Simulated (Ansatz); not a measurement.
**SiAsH3+ (doublet): from Hartree-Fock to the top rungs, cc-pVTZ**

How much of the correlation energy of SiAsH3+ (doublet) does each wave-function method recover here?

The runs use Ansatz 0.2.0, Gaussian basis; cc-pVTZ, core rule «outside noble gas», up to 19 orbitals frozen.

The runs, in order: UHF; CCSD(T) on ROHF; CCSD(T) on UHF; BCCD(T) on ROHF; CCSDT(Q) on ROHF; CCSDT(Q) on UHF; CASSCF and NEVPT2, 11 electrons in 11 orbitals.

7 further runs of the same task are left out: 1 for a known fault of the program, 6 set aside as unsound or not needed.

**1. The geometry**

The geometry is a PBE0/def2-TZVP stationary point (not a proven minimum) of the parent state, kept for this charge and spin. No spin-orbit coupling is included. The filled d shell of As may be among the frozen orbitals whatever the setting's name suggests; the logs give the count.

5 atoms, charge 1, spin multiplicity 2.

Atoms are counted from 1 here; the program's logs count them from 0.

Bond lengths: Si1–As2 2.357 Å, Si1–H3 1.488 Å, Si1–H4 1.488 Å, Si1–H5 1.488 Å. Angles: As2–Si1–H3 110.3°, As2–Si1–H4 110.3°, As2–Si1–H5 110.3°, H3–Si1–H4 108.7°, H3–Si1–H5 108.7°, H4–Si1–H5 108.7°.

**2. UHF**

in.yaml

```yaml
crystal:
  periodic: [false, false, false]
  atoms:
    - {symbol: Si, position_ang: [-1.650542, -0.011519, 0.004128]}
    - {symbol: As, position_ang: [0.706158, 0.004928, -0.001766]}
    - {symbol: H, position_ang: [-2.175948, 1.381149, 0.007507]}
    - {symbol: H, position_ang: [-2.158302, -0.715039, 1.213602]}
    - {symbol: H, position_ang: [-2.164376, -0.711463, -1.204855]}
basis:
  gaussian: {orbitals: cc-pVTZ}
total_charge: 1
magnetization: {spin_polarized: true, initial_magnetization: 1}
hamiltonian: {xc: hf}
output: {orbitals: {seedname: orbitals}}
```

Run with:

```bash
> ansatz run in.yaml --threads 1 --pin off --events-out ev --progress --plain --max-ram 4096MiB --backend cpu
```

The runs that follow: CCSD(T) on ROHF; CCSD(T) on UHF; BCCD(T) on ROHF; CCSDT(Q) on ROHF; CCSDT(Q) on UHF; CASSCF and NEVPT2, 11 electrons in 11 orbitals.

**Question.** What will the summary of the whole plan be? Wanted: UCCSDT(Q) from the RHF energy; RMP2 from UCCSDT(Q); UMP2 from UCCSDT(Q); RCCSD from UCCSDT(Q); RCCSD(T) from UCCSDT(Q); UCCSD(T) from UCCSDT(Q); RCCSDT(Q) from UCCSDT(Q); NEVPT2 valence from UCCSDT(Q); T1 diagnostic.

**Answer**, as computed:

| quantity | value |
| --- | --- |
| UCCSDT(Q) from the ROHF energy | -7.0368 eV |
| RMP2 from UCCSDT(Q) | +139.9 kJ/mol |
| UMP2 from UCCSDT(Q) | +141.1 kJ/mol |
| RCCSD from UCCSDT(Q) | +27.8 kJ/mol |
| RCCSD(T) from UCCSDT(Q) | +5.6 kJ/mol |
| UCCSD(T) from UCCSDT(Q) | +5.3 kJ/mol |
| RCCSDT(Q) from UCCSDT(Q) | +0.5 kJ/mol |
| NEVPT2 valence from UCCSDT(Q) | +134.3 kJ/mol |
| levels within 1 kcal/mol (43 meV) | RCCSDT, UCCSDT, RCCSDT(Q) |
| T1 diagnostic | 0.024 |
| effectively unpaired electrons | 1.04 |

What this shows: RCCSD(T) misses by +5.6 kJ/mol, 0.8 % of the correlation energy. One determinant dominates. Coupled cluster took another determinant than the lowest Hartree-Fock one. These misses are within one basis, not against nature; the frozen cores of restricted and unrestricted runs differ, which can shift their rows.
